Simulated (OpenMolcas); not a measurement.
# One shape, several levels: CH5BN2 (SMILES NC1BN1)

Aim: a comparison of 6 runs (B2PLYP/cc-pVDZ, BHLYP/cc-pVDZ, PBE0/cc-pVDZ, revPBE/cc-pVDZ, MP2/cc-pVDZ, CCSD(T)/cc-pVDZ) of CH5BN2. 

Program for the calculation: OpenMolcas 26.06.

## (1) The structure to begin with

CH5BN2 has 9 atoms, charge 0, and is taken as a singlet. As SMILES, `NC1BN1`. The N1–H6 distance was set to 1.313 Å, away from the relaxed value.

Bond lengths: N1–C2 1.431 Å, C2–B3 1.561 Å, C2–N4 1.467 Å, B3–N4 1.341 Å, N1–H5 1.010 Å, C2–H7 1.092 Å, B3–H8 1.184 Å, N4–H9 1.004 Å. Some angles: N1–C2–B3 121.1°, N1–C2–N4 117.3°, B3–C2–N4 52.5°, C2–B3–N4 60.2°, C2–N4–B3 67.4°, N1–C2–H7 115.1°, B3–C2–H7 121.0°, N4–C2–H7 113.6°, C2–N1–H5 112.4°, C2–B3–H8 154.8°. A long bond or contact: N1–H6 1.313 Å.

## (2) The energy at B2PLYP/cc-pVDZ (run 1)

coord.xyz reads:

```xyz
9

N      0.362742     0.999938    -0.565059
C     -0.144358    -0.271662    -0.146759
B      0.811042    -1.388562     0.378741
N      0.089342    -0.664362     1.247041
H      1.003842     0.922938    -1.341459
H     -0.589900     1.842600    -0.892400
H     -1.146558    -0.511662    -0.507159
H      1.634042    -2.233462     0.270241
H     -0.172958    -0.297662     2.143841
```

run.input reads:

```
&GATEWAY
BasLib=$CurrDir
Coord=coord.xyz
Basis=cc-pVDZ
Group=NoSym
&SEWARD
GridInput
Grid=UltraFine
End of Grid
&SCF
KSDFT=B2PLYP_SCF
Thresholds=1e-10 1e-07 1e-07 1e-05
PrOrbitals=1 2
&MBPT2
Frozen=4
```

The basis set cc-pVDZ is read from a file made from the Basis Set Exchange's data (not shown).

The run is started by

```
export MOLCAS_MEM=1860
pymolcas run.input > run.log
```

What it wrote:

```text
--- Start Module: gateway ---
[...]
--- Stop Module: gateway /rc=_RC_ALL_IS_WELL_ ---
[...]
      Basis functions           81
[...]
--- Start Module: scf ---
[...]
       Convergence after  14 Iterations
[...]
::    Total KS-DFT energy                            -175.0212871818
[...]
      Total spin, S                                     0.0000000000
[...]
      Total electronic charge=   30.000000
      Total            charge=   -0.000000
[...]
      Dipole Moment (debye):
      Origin of the operator (angstrom)=    0.2544   -0.2520    0.2075
                   X= -8.7703E-01               Y=  3.3460E-01               Z= -1.0875E-01           Total=  9.4497E-01
      Quadrupole Moment (debye*angstrom):
[...]
--- Stop Module: scf /rc=_RC_ALL_IS_WELL_ ---
[...]
--- Start Module: mbpt2 ---
[...]
 ###    WARNING: MP2 implementation intended for RHF references only         ###
 ###############################################################################
MBPT2 WARNING: Reference function according to RunFile:KS-DFT
I'll assume you know what you're doing and continue
WARNING!
Default frozen orbitals as non valence orbitals is overwritten by user input.
Default values:   4
[...]
       Reference weight ( Cref**2 )         =        0.76758
::    Total MBPT2 energy                             -175.7156736373
[...]
      Total MBPT2 calculations                           0.28      0.32
--- Stop Module: mbpt2 /rc=_RC_ALL_IS_WELL_ ---
[...]
```

It took 33 s on 1 thread of AMD EPYC 7R43 (Zen 3), shared host; peak memory 0.45 GiB.

## (3) The energy at BHLYP/cc-pVDZ (run 2)

job.inp reads:

```
>>> EXPORT MOLCAS_PRINT=2

&GATEWAY
  BASLIB=$CurrDir
  COORD
  9
  bohr
  N      0.68548303     1.88960896    -1.06780675
  C     -0.27279708    -0.51336678    -0.27733432
  B      1.53264726    -2.62400189     0.71571676
  N      0.16883191    -1.25546223     2.35656596
  H      1.89698645     1.74410005    -2.53499012
  H     -1.11474944     3.48200936    -1.68639159
  H     -2.16668061    -0.96690105    -0.95839161
  H      3.08789186    -4.22063149     0.51068148
  H     -0.32684325    -0.56249966     4.05127234
  BASIS=cc-pVDZ
  GROUP=NoSym

&SEWARD
  GRIDINPUT
  Grid=UltraFine
  End of Grid

&SCF
  KSDFT=HYB_GGA_XC_BHANDHLYP
  THRESHOLDS=1e-10 1e-07 1e-07 1e-05
  PRORBITALS=1 1
```

The basis set cc-pVDZ is read from a file made from the Basis Set Exchange's data (not shown).

The run is started by

```
export MOLCAS_MEM=1860
pymolcas job.inp > job.log
```

What it wrote:

```text
--- Start Module: gateway ---
[...]
--- Stop Module: gateway /rc=_RC_ALL_IS_WELL_ ---
--- Start Module: seward ---
[...]
      Basis functions           81
--- Stop Module: seward /rc=_RC_ALL_IS_WELL_ ---
[...]
--- Start Module: scf ---
[...]
       Convergence after  14 Iterations
[...]
::    Total KS-DFT energy                            -175.2893065679
[...]
      Total spin, S                                     0.0000000000
[...]
      Total electronic charge=   30.000000
      Total            charge=   -0.000000
[...]
      Dipole Moment (debye):
      Origin of the operator (angstrom)=    0.2544   -0.2520    0.2075
                   X= -8.8654E-01               Y=  3.5013E-01               Z= -1.1072E-01           Total=  9.5958E-01
      Quadrupole Moment (debye*angstrom):
[...]
--- Stop Module: scf /rc=_RC_ALL_IS_WELL_ ---
[...]
```

Wall time 34 s (1 thread of AMD EPYC 7R43 (Zen 3), shared host); peak memory 0.45 GiB.

Run 3 isn't shown in full; the table further down has it.

## (4) The energy at revPBE/cc-pVDZ (run 4)

mol.xyz reads:

```xyz
9

N      0.362742     0.999938    -0.565059
C     -0.144358    -0.271662    -0.146759
B      0.811042    -1.388562     0.378741
N      0.089342    -0.664362     1.247041
H      1.003842     0.922938    -1.341459
H     -0.589900     1.842600    -0.892400
H     -1.146558    -0.511662    -0.507159
H      1.634042    -2.233462     0.270241
H     -0.172958    -0.297662     2.143841
```

job.inp reads:

```
&GATEWAY
  BASLIB=$CurrDir
  COORD=mol.xyz
  BASIS=cc-pVDZ
  GROUP=NoSym

&SEWARD
  GRIDINPUT
  Grid=UltraFine
  End of Grid

&SCF
  KSDFT=revPBE
  THRESHOLDS=1e-10 1e-07 1e-07 1e-05
  PRORBITALS=1 2
```

The basis set cc-pVDZ is read from a file made from the Basis Set Exchange's data (not shown).

The run is started by

```
export MOLCAS_MEM=1860
pymolcas job.inp > job.log
```

What it wrote:

```text
--- Start Module: gateway ---
[...]
--- Stop Module: gateway /rc=_RC_ALL_IS_WELL_ ---
--- Start Module: seward ---
[...]
      Basis functions           81
--- Stop Module: seward /rc=_RC_ALL_IS_WELL_ ---
[...]
--- Start Module: scf ---
[...]
       Convergence after  16 Iterations
[...]
::    Total KS-DFT energy                            -175.3536800293
[...]
      Total spin, S                                     0.0000000000
[...]
      Total electronic charge=   30.000000
      Total            charge=   -0.000000
[...]
      Dipole Moment (debye):
      Origin of the operator (angstrom)=    0.2544   -0.2520    0.2075
                   X= -9.1730E-01               Y=  5.4071E-01               Z=  5.6105E-02           Total=  1.0663E+00
      Quadrupole Moment (debye*angstrom):
[...]
--- Stop Module: scf /rc=_RC_ALL_IS_WELL_ ---
[...]
```

Wall time 39 s (1 thread of AMD EPYC 7R43 (Zen 3), shared host); peak memory 0.45 GiB.

Run 5 isn't shown in full; the table further down has it.

## (5) A single-point energy at CCSD(T)/cc-pVDZ (run 6)

job.inp reads:

```
* CH5BN2 CCSD(T)
>>> EXPORT MOLCAS_PRINT=2

&GATEWAY
  BasLib = $CurrDir
  BasisSet
  N.cc-pVDZ....
  N1 0.362742 0.999938 -0.565059 angstrom
  N4 0.089342 -0.664362 1.247041 angstrom
  End of Basis
  BasisSet
  C.cc-pVDZ....
  C2 -0.144358 -0.271662 -0.146759 angstrom
  End of Basis
  BasisSet
  B.cc-pVDZ....
  B3 0.811042 -1.388562 0.378741 angstrom
  End of Basis
  BasisSet
  H.cc-pVDZ....
  H5 1.003842 0.922938 -1.341459 angstrom
  H6 -0.589900 1.842600 -0.892400 angstrom
  H7 -1.146558 -0.511662 -0.507159 angstrom
  H8 1.634042 -2.233462 0.270241 angstrom
  H9 -0.172958 -0.297662 2.143841 angstrom
  End of Basis

&SEWARD

&SCF
  Thresholds = 1e-10 1e-07 1e-07 1e-05
  PrOrbitals = 1 2

&RASSCF
  FileOrb = $Project.ScfOrb
  Spin = 1
  Nactel = 0 0 0
  Inactive = 15
  Ras2 = 0
  OutOrbitals = Canonical
  OrbListing = Nothing

&MOTRA
  JobIph
  Frozen = 4

&CCSDT
  CCT
  Triples = 2
  Iterations = 80
  Accuracy = 1e-08
  Extrapolation = 5 4
```

The basis set cc-pVDZ is read from a file made from the Basis Set Exchange's data (not shown).

The run is started by

```
export MOLCAS_MEM=1860
pymolcas job.inp > job.log
```

What it wrote:

```text
--- Start Module: gateway ---
[...]
--- Stop Module: gateway /rc=_RC_ALL_IS_WELL_ ---
[...]
      Basis functions           81
[...]
       Convergence after  14 Iterations
[...]
::    Total SCF energy                               -174.2829054221
[...]
      Total spin, S                                     0.0000000000
[...]
      Number of active orbitals                  0
[...]
      Spin quantum number                      0.0
[...]
      Active orbitals                            0
[...]
      Number of CSFs                             1
[...]
      Number of root(s) required                 1
[...]
      Convergence after  4 iterations
[...]
      Natural orbitals and occupation numbers for root  1
      ************************************************************************************************************************
      *                                                    Final results                                                     *
      ************************************************************************************************************************
[...]
::    RASSCF root number  1 Total energy:   -174.28290542
[...]
      Total electronic charge=   30.000000
      Total            charge=   -0.000000
[...]
      Dipole Moment (debye):
      Origin of the operator (angstrom)=    0.2544   -0.2520    0.2075
                   X= -8.3561E-01               Y=  1.7412E-01               Z= -2.3668E-01           Total=  8.8577E-01
      Quadrupole Moment (debye*angstrom):
[...]
--- Start Module: motra ---
[...]
--- Stop Module: motra /rc=_RC_ALL_IS_WELL_ ---
[...]
--- Start Module: ccsdt ---
[...]
      Convergence after                    16  Iterations
      Total energy (diff) :    -174.88321403      -0.00000001
[...]
 METHOD                       : CCSD+T(CCSD)+<T3(1)WT1> = CCSD(T)
[...]
       CCSD     =      -174.8832140282715
[...]
```

It took 53 s on 1 thread of AMD EPYC 7R43 (Zen 3), shared host; peak memory 0.45 GiB.

## (6) The series

```csv
run,level,frozen core orbitals,integration grid,energy (Eh),dipole moment (D) of the reference,HOMO energy (eV),LUMO energy (eV),wall time
1,B2PLYP/cc-pVDZ,4,UltraFine,-175.208772,0.94,-7.86,1.66,33 s
2,BHLYP/cc-pVDZ,–,UltraFine,-175.289307,0.96,-7.90,1.34,34 s
3,PBE0/cc-pVDZ,–,UltraFine,-175.191024,1.06,-6.51,0.32,34 s
4,revPBE/cc-pVDZ,–,UltraFine,-175.353680,1.07,-4.97,-0.63,39 s
5,MP2/cc-pVDZ,4,–,-174.846729,0.89,-10.11,3.90,10 s
6,CCSD(T)/cc-pVDZ,4,–,-174.903178,0.89,-10.11,3.90,53 s
```

## (7) Summary of results

```
                                          quantity          value
                               run 6: total energy  -174.90318 Eh
         run 6: dipole moment (mean-field density)         0.89 D
        run 6: HOMO energy (Hartree–Fock orbitals)      -10.11 eV
        run 6: LUMO energy (Hartree–Fock orbitals)        3.90 eV
      run 6: HOMO–LUMO gap (Hartree–Fock orbitals)       14.00 eV
run 6: correlation energy (4 core orbitals frozen)     -620.3 mEh
                             run 6: (T) correction     -19.96 mEh
```

**Reading.** Over runs 1, 2, 3, 4 the dipole moment (its size) runs from 0.94 D (B2PLYP/cc-pVDZ) to 1.07 D (revPBE/cc-pVDZ). A double hybrid's value is that of its SCF part. Over runs 1, 2, 3, 4 the HOMO–LUMO gap runs from 4.34 eV (revPBE/cc-pVDZ) to 9.53 eV (B2PLYP/cc-pVDZ). For B2PLYP the log adds the whole second-order term; the table takes 0.27 of it, as the functional is defined. Totals of different functionals can't be ranked against each other. All runs together took 3.4 min, the longest 53 s.
